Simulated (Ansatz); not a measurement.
# Cl2H4OSi2: how energies converge with the basis set

One table from this session's results is given with a row withheld; the runs are named, their logs left out.

Computed with Ansatz 0.2.0, Gaussian basis. Level: one geometry, several basis sets.

The runs, in order: PBE0-D4/def2-SVP; ωB97M-V/def2-SVP; PBE0-D4/def2-QZVPP; ωB97M-V/def2-QZVPP; the functionals' def2-TZVPP values are taken from earlier runs.

**The geometry**

An earlier PBE0-D4 in a triple-zeta def2 set relaxation fixed the geometry.

9 atoms, charge 0, spin multiplicity 1.

Atoms are counted from 1 here; the program's logs count them from 0.

Bond lengths: O1–Si2 1.636 Å, O1–H6 0.961 Å, Si2–Cl3 2.060 Å, Si2–Si4 2.346 Å, Si2–H7 1.478 Å, Si4–Cl5 2.072 Å, Si4–H8 1.483 Å, Si4–H9 1.485 Å. Angles: Si2–O1–H6 117.0°, O1–Si2–Cl3 111.6°, O1–Si2–Si4 109.2°, O1–Si2–H7 106.3°, Cl3–Si2–Si4 106.2°, Cl3–Si2–H7 107.7°, Si4–Si2–H7 116.0°, Si2–Si4–Cl5 103.8°, Si2–Si4–H8 113.9°, Si2–Si4–H9 113.2°, Cl5–Si4–H8 108.3°, Cl5–Si4–H9 107.6°, H8–Si4–H9 109.7°.

Geometry (Å):

```mol
Cl2H4OSi2
  3D, bonds by distance, orders not assigned

  9  8  0  0  0  0  0  0  0  0999 V2000
   -1.8500    0.5275   -0.5363 O   0  0
   -0.8754   -0.6095    0.1211 Si  0  0
   -0.6050   -2.2056   -1.1529 Cl  0  0
    1.2527    0.3112    0.4747 Si  0  0
    1.5776    1.4651   -1.2150 Cl  0  0
   -1.4841    1.0573   -1.2493 H   0  0
   -1.5744   -1.1093    1.3239 H   0  0
    2.3357   -0.6973    0.5649 H   0  0
    1.3113    1.2144    1.6518 H   0  0
  1  2  8  0
  2  3  8  0
  2  4  8  0
  4  5  8  0
  1  6  8  0
  2  7  8  0
  4  8  8  0
  4  9  8  0
M  END
```

Set-up of the first run:

File in.yaml:

```yaml
crystal:
  periodic: [false, false, false]
  atoms:
    - {symbol: O, position_ang: [-1.849997, 0.527509, -0.536347]}
    - {symbol: Si, position_ang: [-0.875381, -0.609484, 0.121134]}
    - {symbol: Cl, position_ang: [-0.604979, -2.205630, -1.152949]}
    - {symbol: Si, position_ang: [1.252730, 0.311205, 0.474689]}
    - {symbol: Cl, position_ang: [1.577606, 1.465121, -1.214965]}
    - {symbol: H, position_ang: [-1.484066, 1.057265, -1.249307]}
    - {symbol: H, position_ang: [-1.574417, -1.109291, 1.323944]}
    - {symbol: H, position_ang: [2.335675, -0.697250, 0.564861]}
    - {symbol: H, position_ang: [1.311330, 1.214356, 1.651842]}
basis:
  gaussian: {orbitals: def2-SVP}
hamiltonian: {xc: pbe0, dispersion: d4}
output: {orbitals: {seedname: orbitals}}
```

Command:

```bash
ansatz run in.yaml --threads 4 --pin off --events-out ev --progress --plain --max-ram 10444MiB
```

Among the steps run: PBE0-D4 in def2-SVP; ωB97M-V in def2-SVP; PBE0-D4 in def2-QZVPP; ωB97M-V in def2-QZVPP.

One table of the session follows, with a row left open; its other results are not shown here.

It belongs to the step «Functionals by basis». 

| functional | basis | HOMO (eV) |
| --- | --- | --- |
| PBE0-D4 | def2-SVP | -7.98 |
| PBE0-D4 | def2-TZVPP | ? |
| PBE0-D4 | def2-QZVPP | -8.11 |
| ωB97M-V | def2-SVP | -9.98 |
| ωB97M-V | def2-TZVPP | -10.12 |
| ωB97M-V | def2-QZVPP | -10.16 |

**Question.** Estimate the row for PBE0-D4, def2-TZVPP.

The run gave: HOMO (eV): -8.08. In the column «HOMO (eV)» it lies between PBE0-D4, def2-QZVPP (-8.11) and PBE0-D4, def2-SVP (-7.98).
